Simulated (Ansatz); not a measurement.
# ClH5O3Si: the cost of one run

All numbers below are computed with Ansatz 0.2.0 (RKS r2SCANh-D4/6-31G*).

## (1) The structure to begin with

Bond lengths: Si1–O3 1.616 Å, Si1–O4 1.610 Å, Si1–O5 1.599 Å, Si1–Cl7 2.496 Å, O3–H8 0.953 Å, O4–H9 0.957 Å, O5–H10 0.957 Å. Angles: Si1–O3–H8 120.4°, O3–Si1–O4 103.3°, O3–Si1–O5 100.4°, O3–Si1–Cl7 160.2°, O4–Si1–O5 130.0°, O4–Si1–Cl7 85.9°, O5–Si1–Cl7 86.2°, Si1–O4–H9 120.6°, Si1–O5–H10 121.0°.

As a file:

```xyz
10

Si   -0.0564   -0.3432   -0.0399
H     1.3733    0.6568   -0.7275
O     0.6985   -1.7190   -0.4237
O    -0.0955   -0.3791    1.5696
O    -1.2544   -0.3649   -1.0984
H     0.9851    1.5321   -0.5311
Cl   -0.5179    2.1002    0.1820
H     1.0768   -2.2678    0.2576
H    -0.4213    0.3716    2.0657
H    -1.7883    0.4134   -1.2542
```

## (2) A restrained relaxation towards end A

Springs on the bonds that form and break draw the guess towards this end; the thresholds are loose.

Contents of input.yaml:

```yaml
crystal:
  periodic: [false, false, false]
  atoms:
    - { symbol: Si, position_ang: [-0.0564, -0.3432, -0.0399] }
    - { symbol: H, position_ang: [1.3733, 0.6568, -0.7275] }
    - { symbol: O, position_ang: [0.6985, -1.719, -0.4237] }
    - { symbol: O, position_ang: [-0.0955, -0.3791, 1.5696] }
    - { symbol: O, position_ang: [-1.2544, -0.3649, -1.0984] }
    - { symbol: H, position_ang: [0.9851, 1.5321, -0.5311] }
    - { symbol: Cl, position_ang: [-0.5179, 2.1002, 0.182] }
    - { symbol: H, position_ang: [1.0768, -2.2678, 0.2576] }
    - { symbol: H, position_ang: [-0.4213, 0.3716, 2.0657] }
    - { symbol: H, position_ang: [-1.7883, 0.4134, -1.2542] }
basis:
  gaussian: { orbitals: "6-31G*" }
hamiltonian:
  xc: r2scanh
  dispersion: d4
relax:
  f_tol: 0.15
  max_steps: 25
  restrain:
    - { distance: [0, 6], at: 3.43, k: 30.0 }
    - { distance: [5, 1], at: 1.92, k: 30.0 }
    - { distance: [0, 1], at: 1.42, k: 30.0 }
    - { distance: [5, 6], at: 1.33, k: 30.0 }
```

Run with:

```console
$ ansatz run input.yaml --threads 2 --pin off --max-ram 3072MiB --backend cpu --events-out ev --progress --plain --runs-dir out
```

Q: Estimate wall time and peak memory on 2 threads of Arm Neoverse V1, shared host.

About 61 s, with a peak of 0.22 GiB.
